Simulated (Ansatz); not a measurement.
# WN+ (septet): the correlation ladder, def2-QZVPP

The task here is to estimate one member of a computed series from the others.

Program: Ansatz 0.2.0, Gaussian basis. Level of theory: def2-QZVPP, core rule «outside noble gas», up to 5 orbitals frozen. These are calculated values, not measurements.

Plan: UHF; ROHF; CCSD(T) on UHF.

## The geometry

The geometry is a PBE0/def2-TZVP stationary point (not a proven minimum) of the parent state, kept for this charge and spin. No spin-orbit coupling is included. Elements past krypton take def2 core potentials.

2 atoms, charge 1, spin multiplicity 7.

Atoms are counted from 1 here; the program's logs count them from 0.

Bond lengths: W1–N2 1.844 Å.

The first run:

in.yaml reads:

```yaml
crystal:
  periodic: [false, false, false]
  atoms:
    - {symbol: W, position_ang: [0.000000, 0.000000, 0.000000]}
    - {symbol: N, position_ang: [0.000000, 0.000000, 1.843600]}
basis:
  gaussian: {orbitals: "def2-QZVPP.json"}
total_charge: 1
magnetization: {spin_polarized: true, initial_magnetization: 6}
hamiltonian: {xc: hf}
output: {orbitals: {seedname: orbitals}}
```

On the command line:

```bash
ansatz run in.yaml --threads 1 --pin off --events-out ev --progress --plain --max-ram 3968MiB --backend cpu
```

Steps of the session up to this table: UHF; ROHF; CCSD(T) on UHF.

One of the session's tables, all rows but one given; the rest of the session is left out.

It belongs to the step «Misses and costs». 

```
  method  from UCCSD(T) (meV)
    ROHF              +7118.8
     UHF              +6851.5
    UMP2                    ?
   UCCSD               +298.2
UCCSD(T)                    0
```

**Question.** Estimate the row for UMP2.

The run gave: from UCCSD(T) (meV): +836.0. In the column «from UCCSD(T) (meV)» it lies between UCCSD (+298.2) and UHF (+6851.5).
